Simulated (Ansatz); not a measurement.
# Hf (Hafnium): properties at the relaxed cell

An exercise on one series of results from a longer session: the logs are not shown, and one member is left open.

Method: DFT PBE, scalar-relativistic, plane waves, PAW, in Ansatz 0.2.0.

1 further run of the same task is left out (set aside as unsound or not needed).

## The starting structure

It takes space group P6_3/mmc (No. 194, hexagonal). Conventional cell: a = 3.205 Å, b = 3.205 Å, c = 5.068 Å, α = 90.00°, β = 90.00°, γ = 120.00°. Hf (site symmetry -6m2) is surrounded by 12 Hf at 3.14 to 3.20 Å.

Structure file:

```cif
data_structure
_symmetry_space_group_name_H-M 'P 1'
_symmetry_Int_Tables_number 1
_cell_length_a 3.2048
_cell_length_b 3.2048
_cell_length_c 5.0677
_cell_angle_alpha 90.000
_cell_angle_beta 90.000
_cell_angle_gamma 120.000
_cell_volume 45.08
loop_
_atom_site_label
_atom_site_type_symbol
_atom_site_fract_x
_atom_site_fract_y
_atom_site_fract_z
_atom_site_occupancy
Hf1 Hf 0.33333 0.66667 0.25000 1
Hf2 Hf 0.66667 0.33333 0.75000 1
```

This cell was relaxed beforehand with the same method: volume 22.54 Å³/atom, gap on the mesh none (metal).

The first run:

The input, input.yaml:

```yaml
crystal:
  lattice:
    - [3.2048170791, 0.0, 0.0]
    - [-1.6024085396, 2.775453005, 0.0]
    - [0.0, 0.0, 5.0676930647]
  atoms:
    - { symbol: Hf, position: [0.3333333333, 0.6666666667, 0.25] }
    - { symbol: Hf, position: [0.6666666667, 0.3333333333, 0.75] }
basis:
  ecutwfc: 420
kpoints:
  mp_grid: { grid: [15, 15, 8] }
  band_path:
    path:
      - [[0.0, 0.0, 0.0], [0.5, 0.0, 0.0], [0.33333333, 0.33333333, 0.0], [0.0, 0.0, 0.0], [0.0, 0.0, 0.5], [0.5, 0.0, 0.5], [0.33333333, 0.33333333, 0.5], [0.0, 0.0, 0.5]]
      - [[0.5, 0.0, 0.5], [0.5, 0.0, 0.0]]
      - [[0.33333333, 0.33333333, 0.5], [0.33333333, 0.33333333, 0.0]]
    npoints: 14
hamiltonian:
  xc: pbe
scf:
  occupations: { method: gaussian, width: 0.1 }
  n_extra_bands: 6
output:
  forces: true
  stress: true
  eigenvalues: true
  populations: true
  dos: { projected: true, de: 0.02, nscf_kmesh: { grid: [23, 23, 12] } }
  bader: true
  write_density: true
  write_potential: true
  elf: true
  volumetric_format: npy
```

The run is started by

```console
$ ansatz run input.yaml --threads 1 --pin off --max-ram 2560MiB --backend cpu --events-out ev --progress --plain --runs-dir out
```

Steps of the session up to this table: Electronic structure at the relaxed geometry; Relaxing with PBEsol; Relaxing with LDA; The cell under PBE+D3(BJ).

One table of the session follows, with a row left open; its other results are not shown here.

It belongs to the step «Relaxed cells side by side». 

| functional | a (Å) | b (Å) | c (Å) | volume (Å³/atom) |
| --- | --- | --- | --- | --- |
| PBE | 3.205 | 3.205 | 5.068 | 22.54 |
| PBEsol | 3.160 | 3.160 | 4.996 | 21.61 |
| LDA | 3.121 | 3.121 | 4.939 | 20.83 |
| PBE+D3(BJ) | ? | ? | ? | ? |

Q: Estimate the row for PBE+D3(BJ) from the others.

As computed: a (Å): 3.171; b (Å): 3.171; c (Å): 5.017; volume (Å³/atom): 21.85. In the column «a (Å)» it lies between PBEsol (3.160) and PBE (3.205).
